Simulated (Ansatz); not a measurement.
# CH₂AlFO: vertical ionisation energy

The task here is to estimate one member of a computed series from the others.

The runs use Ansatz 0.2.0, Gaussian basis; unrestricted cation, the program's frozen cores in correlated methods.

Plan: UKS PBE-D4/def2-TZVPP; UKS r2SCAN-D4/def2-TZVPP; UKS PBE0-D4/def2-TZVPP; UKS B3LYP-D4/def2-TZVPP; UKS wB97X-V/def2-TZVPP; UKS wB97M-V/def2-TZVPP; UKS B2PLYP/def2-TZVPP; UHF-CCSD(T)/def2-TZVPP; UHF-MP2/def2-QZVPP; extrapolation to the limit; then −ε(HOMO) from the neutral's earlier runs with LDA (SPW92), PBE-D4, revPBE-D4, BLYP-D4, r2SCAN-D4, B97M-V, PBE0-D4, B3LYP-D4, r2SCANh-D4, r2SCAN0-D4, HSE06-D4, BHLYP-D4, CAM-B3LYP-D4, LC-ωPBE, ωB97X-V, ωB97M-V.

### The relaxed structure

All runs share one geometry, relaxed beforehand with PBE0-D4 in a triple-zeta def2 set.

SMILES `O=[CH][AlH][F]`, 6 atoms, charge 0, spin multiplicity 1.

Atoms are counted from 1 here; the program's logs count them from 0.

Bond lengths: O1–C2 1.211 Å, C2–Al3 2.014 Å, C2–H5 1.117 Å, Al3–F4 1.650 Å, Al3–H6 1.572 Å. Angles: O1–C2–Al3 115.6°, O1–C2–H5 118.6°, Al3–C2–H5 125.9°, C2–Al3–F4 118.7°, C2–Al3–H6 121.3°, F4–Al3–H6 120.0°.

As a file:

```xyz
6
CH2AlFO
O    -0.1786    1.8925   -0.2766
C    -0.1465    0.7717   -0.7346
Al    0.1390   -0.7062    0.6033
F     0.1960   -2.2636    0.0626
H    -0.2741    0.6415   -1.8365
H     0.3063   -0.4000    2.1357
```

Set-up of the first run:

The input, in.yaml:

```yaml
crystal:
  periodic: [false, false, false]
  atoms:
    - {symbol: O, position_ang: [-0.178606, 1.892492, -0.276571]}
    - {symbol: C, position_ang: [-0.146478, 0.771723, -0.734561]}
    - {symbol: Al, position_ang: [0.139032, -0.706243, 0.603300]}
    - {symbol: F, position_ang: [0.196012, -2.263575, 0.062592]}
    - {symbol: H, position_ang: [-0.274057, 0.641474, -1.836460]}
    - {symbol: H, position_ang: [0.306297, -0.399971, 2.135702]}
basis:
  gaussian: {orbitals: def2-TZVPP}
total_charge: 1
magnetization: {spin_polarized: true, initial_magnetization: 1}
hamiltonian: {xc: pbe, dispersion: d4}
```

Run with:

```
ansatz run in.yaml --threads 2 --pin off --events-out ev --progress --plain --max-ram 4352MiB
```

Among the steps run: Cation, UKS PBE-D4/def2-TZVPP; Cation, UKS r2SCAN-D4/def2-TZVPP; Cation, UKS PBE0-D4/def2-TZVPP; Cation, UKS B3LYP-D4/def2-TZVPP; Cation, UKS wB97X-V/def2-TZVPP; Cation, UKS wB97M-V/def2-TZVPP; Cation, UKS B2PLYP (frozen core)/def2-TZVPP; Cation, UHF-CCSD(T)/def2-TZVPP; Cation, UHF-MP2/def2-QZVPP.

One of the session's tables, all rows but one given; the rest of the session is left out.

It belongs to the step «Ionisation energies side by side». Orbital estimates, from the neutral's runs:

| functional | −ε(HOMO) (eV) |
| --- | --- |
| LDA (SPW92) | 5.70 |
| PBE-D4 | 5.55 |
| revPBE-D4 | ? |
| BLYP-D4 | 5.48 |
| r2SCAN-D4 | 5.77 |
| B97M-V | 5.92 |
| PBE0-D4 | 6.97 |
| B3LYP-D4 | 6.77 |
| r2SCANh-D4 | 6.31 |
| r2SCAN0-D4 | 7.13 |
| HSE06-D4 | 6.56 |
| BHLYP-D4 | 8.38 |
| CAM-B3LYP-D4 | 8.38 |
| LC-ωPBE | 9.63 |
| ωB97X-V | 9.33 |
| ωB97M-V | 9.24 |

**Question.** Estimate the row for revPBE-D4.

**Answer.** −ε(HOMO) (eV): 5.49. In the column «−ε(HOMO) (eV)» it lies between BLYP-D4 (5.48) and PBE-D4 (5.55).
